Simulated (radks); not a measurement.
**Taking charge from the 5p level of Os²⁺ in fractions**

An exercise on one series of results from a longer session: the logs are not shown, and one member is left open.

Program: radks (a radial shooting solver on a logarithmic mesh, Libxc functionals) version 1. Level of theory: Dirac Kohn-Sham, LDA (Slater exchange, Perdew-Wang correlation), spin-unpolarised, spherical densities, point nucleus; open shells fill j = l - 1/2 first. These are calculated values, not measurements, unless marked.

### Starting point

| Item | Value |
| --- | --- |
| element | osmium (Z = 76) |
| charge | +2 |
| electrons | 74 |
| configuration | [Kr] 4d10 4f14 5s2 5p(1/2: 2, 3/2: 4) 5d6 |

A shell typed twice in an input gives the lower j, then the higher j.

The first run:

Settings of this run:

```text
Z 76
configuration [Kr] 4d10 4f14 5s2 5p2 5p4 5d6
relativity Dirac
functional lda,pw
spin unpolarised
j_filling energy
nucleus point
c 137.035999084
```

Steps of the session up to this table: Start: [Kr] 4d10 4f14 5s2 5p(1/2: 2, 3/2: 4) 5d6.

One of the session's tables, all rows but one given; the rest of the session is left out.

It belongs to the step «Start: [Kr] 4d10 4f14 5s2 5p(1/2: 2, 3/2: 4) 5d6». From the orbitals of this run (lengths in bohr):

| level | <r> | outermost maximum (interpolated) | 90 % within | nodes |
| --- | --- | --- | --- | --- |
| 4d5/2 | ? | ? | ? | ? |
| 5s1/2 | 1.007 | 0.914 | 1.44 | 4 |
| 5p1/2 | 1.099 | 0.973 | 1.60 | 3 |
| 4f5/2 | 0.5526 | 0.402 | 0.902 | 0 |
| 4f7/2 | 0.5608 | 0.407 | 0.916 | 0 |
| 5p3/2 | 1.200 | 1.06 | 1.75 | 3 |
| 5d3/2 | 1.673 | 1.33 | 2.58 | 2 |
| 5d5/2 | 1.729 | 1.37 | 2.67 | 2 |

Estimate the missing values for 4d5/2.

**Answer.** <r>: 0.4941; outermost maximum (interpolated): 0.439; 90 % within: 0.740; nodes: 1. In the column «<r>» it is the lowest.
